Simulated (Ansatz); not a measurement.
# Cr (bcc type): how the settings move a relaxation

How sensitive is a relaxation of Cr (bcc type) to its settings? A reference run comes first, then one run with altered input.

Computed with Ansatz 0.2.0 (reference: DFT, PBE, PAW with Ansatz's default frozen-core files, scalar-relativistic, unless a step's input says otherwise).

### 1 The starting structure

Symmetry: Im-3m, No. 229, cubic system. Conventional cell: a = 2.865 Å, b = 2.865 Å, c = 2.865 Å, α = 90.00°, β = 90.00°, γ = 90.00°. Around Cr (site symmetry m-3m) lie 8 Cr at 2.48 Å.

Coordinates:

```cif
data_structure
_symmetry_space_group_name_H-M 'P 1'
_symmetry_Int_Tables_number 1
_cell_length_a 2.4814
_cell_length_b 2.4814
_cell_length_c 2.4814
_cell_angle_alpha 109.471
_cell_angle_beta 109.471
_cell_angle_gamma 109.471
_cell_volume 11.76
loop_
_atom_site_label
_atom_site_type_symbol
_atom_site_fract_x
_atom_site_fract_y
_atom_site_fract_z
_atom_site_occupancy
Cr1 Cr 0.00000 0.00000 0.00000 1
```

### 2 The reference run

The input, input.yaml:

```yaml
crystal:
  lattice:
    - [-1.4326509582, 1.4326509582, 1.4326509582]
    - [1.4326509582, -1.4326509582, 1.4326509582]
    - [1.4326509582, 1.4326509582, -1.4326509582]
  atoms:
    - { symbol: Cr, position: [0.0, 0.0, 0.0], spin: 2.0 }
magnetization:
  spin_polarized: true
kpoints:
  mp_grid: { grid: [21, 21, 21] }
scf:
  occupations: { method: fermi_dirac, width: 0.05 }
hamiltonian:
  xc: pbe
  pseudopotentials: { kind: paw }
output:
  forces: true
  stress: true
  write_density: true
  write_potential: true
  elf: true
  volumetric_format: npy
relax:
  f_tol: 0.005
  max_steps: 40
  cell: {}
```

Command:

```sh
$ ansatz run input.yaml --threads 3 --pin off --max-ram 9216MiB --backend cpu --events-out ev --progress --plain --runs-dir out
```

### 3 Changed: lower_state_search standard, mixing.algorithm anderson, mixing.beta 0.3, accuracy medium

Changes to input.yaml since step 2:

```diff
@@ -13,2 +13,4 @@
   occupations: { method: fermi_dirac, width: 0.05 }
+  lower_state_search: standard
+  mixing: { algorithm: anderson, beta: 0.3 }
 hamiltonian:
@@ -19,6 +21,2 @@
   stress: true
-  write_density: true
-  write_potential: true
-  elf: true
-  volumetric_format: npy
 relax:
@@ -27 +25,2 @@
   cell: {}
+accuracy: medium
```

**Question.** What will these runs give? Wanted: for each run, ending; energy change; pressure; gap; force.

**Answer**, as computed:

| run | ending | energy change | pressure (GPa) | gap (eV) | force (eV/Å) | cycles | time |
| --- | --- | --- | --- | --- | --- | --- | --- |
| reference | converged | 0 | 0.0 | 0.00 | 0.00 | 33 | 14 s |
| 1: lower_state_search standard, mixing.algorithm anderson, mixing.beta 0.3, accuracy medium | converged | 0.0 meV/atom | 0.0 | 0.00 | 0.00 | 55 | 21 s |

Times don't compare one to one where runs were asked for different outputs or read a saved state (see the inputs); cycles may leave out searches for a lower state.

**Reading.** Changing the search for lower states and mixing hardly moves the energy: 0.0 meV/atom.
